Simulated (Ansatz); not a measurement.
**CH₄B₂FN: up Jacob's ladder to CCSD(T)**

The task here is to estimate one member of a computed series from the others.

Computed with Ansatz 0.2.0, Gaussian basis. Level: functionals in def2-TZVPP, the program's frozen cores in correlated methods.

The runs, in order: LDA (SPW92), PBE-D4, revPBE-D4, BLYP-D4, r2SCAN-D4, B97M-V, PBE0-D4, B3LYP-D4, r2SCANh-D4, r2SCAN0-D4, HSE06-D4, BHLYP-D4, CAM-B3LYP-D4, LC-ωPBE, ωB97X-V, ωB97M-V, B2PLYP, PBE-QIDH; CCSD(T)/def2-SVP; CCSD(T)/def2-TZVPP; MP2/def2-QZVPP; extrapolation to the limit; RPA on PBE.

### Structure used throughout

The geometry comes from an earlier relaxation with PBE0-D4 in a triple-zeta def2 set; it is a stationary point, not always the lowest conformer.

SMILES `B/C=N\BF`, 9 atoms, charge 0, spin multiplicity 1.

Atoms are counted from 1 here; the program's logs count them from 0.

Bond lengths: B1–C2 1.535 Å, B1–H6 1.195 Å, B1–H7 1.192 Å, C2–N3 1.255 Å, C2–H8 1.089 Å, N3–B4 1.399 Å, B4–F5 1.330 Å, B4–H9 1.194 Å. Angles: C2–B1–H6 117.6°, C2–B1–H7 119.2°, H6–B1–H7 123.1°, B1–C2–N3 89.5°, B1–C2–H8 146.6°, N3–C2–H8 123.9°, C2–N3–B4 154.3°, N3–B4–F5 119.9°, N3–B4–H9 119.6°, F5–B4–H9 120.3°.

The first run:

in.yaml

```yaml
crystal:
  periodic: [false, false, false]
  atoms:
    - {symbol: B, position_ang: [0.430739, -0.020607, -1.215643]}
    - {symbol: C, position_ang: [0.300933, -1.251357, -0.307345]}
    - {symbol: N, position_ang: [-0.081890, -0.506650, 0.627906]}
    - {symbol: B, position_ang: [-0.519267, 0.702877, 1.178467]}
    - {symbol: F, position_ang: [0.308425, 1.427832, 1.925711]}
    - {symbol: H, position_ang: [-0.535499, 0.315674, -1.832193]}
    - {symbol: H, position_ang: [1.454516, 0.590229, -1.224445]}
    - {symbol: H, position_ang: [0.391855, -2.333480, -0.223849]}
    - {symbol: H, position_ang: [-1.661413, 1.029081, 1.054390]}
basis:
  gaussian: {orbitals: def2-TZVPP}
hamiltonian: {xc: lda}
output: {orbitals: {seedname: orbitals}}
```

On the command line:

```bash
$ ansatz run in.yaml --threads 2 --pin off --events-out ev --progress --plain --max-ram 4352MiB
```

Steps of the session up to this table: LDA; PBE-D4 (GGA); revPBE-D4 (GGA); BLYP-D4 (GGA); r2SCAN-D4 (meta-GGA); B97M-V (meta-GGA); B3LYP-D4 (hybrid); r2SCANh-D4 (hybrid); r2SCAN0-D4 (hybrid); HSE06-D4 (hybrid); BHLYP-D4 (hybrid); CAM-B3LYP-D4 (range-separated); LC-ωPBE (range-separated); ωB97X-V (range-separated); ωB97M-V (range-separated); B2PLYP (double hybrid); PBE-QIDH (double hybrid).

One of the session's tables, all rows but one given; the rest of the session is left out.

It belongs to the step «Orbital energies across the functionals». 

| functional | HOMO (eV) | LUMO (eV) | gap (eV) |
| --- | --- | --- | --- |
| LDA (SPW92) | -7.04 | -2.96 | 4.08 |
| PBE-D4 | -6.86 | -2.71 | 4.16 |
| revPBE-D4 | -6.80 | -2.61 | 4.18 |
| BLYP-D4 | -6.72 | -2.55 | 4.17 |
| r2SCAN-D4 | -7.04 | -2.47 | 4.57 |
| B97M-V | -7.10 | -2.40 | 4.69 |
| PBE0-D4 | -8.07 | -1.60 | 6.47 |
| B3LYP-D4 | -7.85 | -1.83 | 6.01 |
| r2SCANh-D4 | -7.50 | -2.07 | 5.43 |
| r2SCAN0-D4 | ? | ? | ? |
| HSE06-D4 | -7.67 | -1.99 | 5.68 |
| BHLYP-D4 | -9.17 | -0.36 | 8.81 |
| CAM-B3LYP-D4 | -9.39 | -0.38 | 9.02 |
| LC-ωPBE | -10.71 | 0.86 | 11.57 |
| ωB97X-V | -10.35 | 0.77 | 11.13 |
| ωB97M-V | -10.28 | 0.63 | 10.91 |

Q: Estimate the row for r2SCAN0-D4 from the others.

Worked estimate for «HOMO (eV)». Against the share of exact exchange, r2SCAN-D4 (0, -7.04), r2SCANh-D4 (0.1, -7.50) give a slope of -4.60 per unit share; at 0.25 the line stands at -8.19.

**Answer.** HOMO (eV): -8.20; LUMO (eV): -1.46; gap (eV): 6.73. In «HOMO (eV)» the line misses by +0.01.
